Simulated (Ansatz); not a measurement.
# GeS (germanium sulfide) at 3 levels

Aim: a comparison of 3 runs (HF/STO-3G, HF/3-21G, MP2/aug-cc-pVTZ) of GeS (germanium sulfide). 

Program for the calculation: Ansatz 0.2.0.

30 further runs of the same task are left out: 30 set aside as unsound or not needed.

### Step 1. Starting point

The species is GeS (2 atoms), meant as a singlet with charge 0. SMILES: `[S+]#[Ge-]`. The S1–Ge2 distance was set to 3.018 Å, away from the relaxed value.

Bond lengths: S1–Ge2 3.018 Å.

### Step 2. A single-point energy at HF/STO-3G (run 1)

in.yaml reads:

```yaml
crystal:
  periodic: [false, false, false]
  atoms:
    - {symbol: S, position_ang: [0.000000, 0.000000, -1.006014]}
    - {symbol: Ge, position_ang: [0.000000, 0.000000, 2.012086]}
basis:
  gaussian:
    orbitals: STO-3G
hamiltonian:
  xc: hf
accuracy: high
output: {orbitals: {seedname: orbitals}}
```

The run is started by

```sh
ansatz run in.yaml --threads 1 --pin off --max-ram 3480MiB --events-out events.jsonl --progress --plain --runs-dir runs
```

What it wrote:

```text
Warning: RAYON_NUM_THREADS=1 ignored (pool sized by the plan → 1); use --threads N
Functional definition: HF
  name "HF"
  exchange = exact_x
  correlation = 0
344 factors; integrals over basis functions are off by at most 4.8e-9 eV
mean field evaluation 1: about -66506.1793 eV, gradient 2.9e1 eV
mean field evaluation 2: about -66506.2015 eV, gradient 2.9e1 eV
mean field evaluation 4: about -66511.8809 eV, gradient 3.0e1 eV
mean field evaluation 8: about -66511.8811 eV, gradient 3.0e1 eV
mean field evaluation 16: about -66522.3172 eV, gradient 1.6e-4 eV
mean field evaluation 32: about -66520.7246 eV, gradient 5.3e0 eV
mean field evaluation 64: about -66521.4292 eV, gradient 1.1e-4 eV
mean field evaluation 96: about -66521.6303 eV, gradient 8.3e0 eV
mean field -66522.31721635 eV, -2444.6500672546 hartree, gradient 7.4e-9 eV, S^2 0.000000; 4 other end points of the search recorded, 0 dependent functions left out
reference -66522.31721635 eV, -2444.6500672546 hartree; 24, 24 occupied and 3, 3 virtual orbitals, 344 factors
Total energy: -66522.31721635 eV, -2444.6500672546 hartree
```

Run time: 0.41 s. Hardware: 1 thread of Arm Neoverse V1, shared host.

### Step 3. A single-point energy at HF/3-21G (run 2)

molecule.yaml reads:

```yaml
crystal:
  periodic: [false, false, false]
  atoms:
    - {symbol: S, position_ang: [0.000000, 0.000000, -1.006014]}
    - {symbol: Ge, position_ang: [0.000000, 0.000000, 2.012086]}
basis:
  gaussian:
    orbitals: 3-21G-spherical.json
accuracy: high
hamiltonian:
  xc: hf
output:
  orbitals: {seedname: orbitals}
```

The basis set 3-21G is read from a file made from the Basis Set Exchange's data (not shown).

The run is started by

```sh
ansatz run molecule.yaml --threads 1 --pin off --max-ram 3480MiB --events-out events.jsonl --progress --plain --runs-dir runs
```

What it wrote:

```text
Warning: RAYON_NUM_THREADS=1 ignored (pool sized by the plan → 1); use --threads N
[... 4 set-up lines as earlier in the session ...]
523 factors; integrals over basis functions are off by at most 4.2e-9 eV
mean field evaluation 1: about -66953.2059 eV, gradient 3.3e1 eV
mean field evaluation 2: about -66953.2122 eV, gradient 3.3e1 eV
mean field evaluation 4: about -66960.4257 eV, gradient 1.1e1 eV
mean field evaluation 8: about -66961.5037 eV, gradient 3.8e-1 eV
mean field evaluation 16: about -66961.5093 eV, gradient 3.0e-8 eV
mean field evaluation 32: about -66960.3222 eV, gradient 4.0e0 eV
mean field evaluation 64: about -66958.8527 eV, gradient 4.0e-1 eV
mean field -66961.50926324 eV, -2460.7900772828 hartree, gradient 3.0e-8 eV, S^2 0.000000; 0 other end points of the search recorded, 0 dependent functions left out
reference -66961.50926324 eV, -2460.7900772828 hartree; 24, 24 occupied and 11, 11 virtual orbitals, 523 factors
Total energy: -66961.50926324 eV, -2460.7900772828 hartree
```

Wall time 0.49 s (1 thread of Arm Neoverse V1, shared host).

### Step 4. A single-point energy at MP2/aug-cc-pVTZ (run 3)

Edit molecule.yaml of step 3 so:

```diff
@@ -7,7 +7,6 @@
   gaussian:
-    orbitals: 3-21G-spherical.json
+    orbitals: aug-cc-pVTZ
+correlation:
+  method: mp2
+  frozen_orbitals: {Ge: 9, S: 5}
 accuracy: high
-hamiltonian:
-  xc: hf
-output:
-  orbitals: {seedname: orbitals}
```

The run is started by

```sh
ansatz run molecule.yaml --threads 1 --pin off --max-ram 3480MiB --events-out events.jsonl --progress --plain --runs-dir runs
```

What it wrote (excerpt; [...] marks lines left out):

```text
Warning: RAYON_NUM_THREADS=1 ignored (pool sized by the plan → 1); use --threads N
[... 2 set-up lines as earlier in the session ...]
[...]
1393 factors; integrals over basis functions are off by at most 4.8e-9 eV
[...]
mean field -67288.63572992 eV, -2472.8117531992 hartree, gradient 1.6e-8 eV, S^2 0.000000; 13 other end points of the search recorded, 0 dependent functions left out; unrestricted orbitals would lower it
[...]
unrestricted determinant -67290.75336786 eV, -2472.8895749581 hartree, S^2 1.5026
14 core orbitals not correlated: weight in the atoms' cores, before any rotation towards them, 1.000 or more for the frozen orbitals, at most 0.000 for the correlated occupied ones
reference -67288.63572992 eV, -2472.8117531992 hartree; 10, 10 occupied and 85, 85 virtual orbitals, 1393 factors
second order -8.86096863 eV of doubles, -0.00000000 eV of singles
Total energy: -67297.49669856 eV, -2473.1373877904 hartree
```

It took 19 s on 1 thread of Arm Neoverse V1, shared host; peak memory 0.31 GiB.

### Step 5. All runs side by side

```tsv
run	level	frozen core orbitals	energy (Eh)	HOMO energy (eV)	LUMO energy (eV)	HOMO–LUMO gap (eV)	wall time
1	HF/STO-3G	–	-2444.650067	-4.03	4.21	8.24	0.41 s
2	HF/3-21G	–	-2460.790077	-8.18	-1.21	6.97	0.49 s
3	MP2/aug-cc-pVTZ	14	-2473.137388	–	–	–	19 s
```

### Step 6. Outcome

```
                                           quantity           value
                                run 3: total energy  -2473.13739 Eh
run 3: correlation energy (14 core orbitals frozen)      -325.6 mEh
```

**Reading.** In run 3 the log says that unrestricted orbitals would lower the reference, so the values rest on an unstable closed-shell determinant (other closed-shell runs at this shape may share the fault). In run 1 the basis is minimal, so the values are rough. All runs together took 20 s, the longest 19 s.
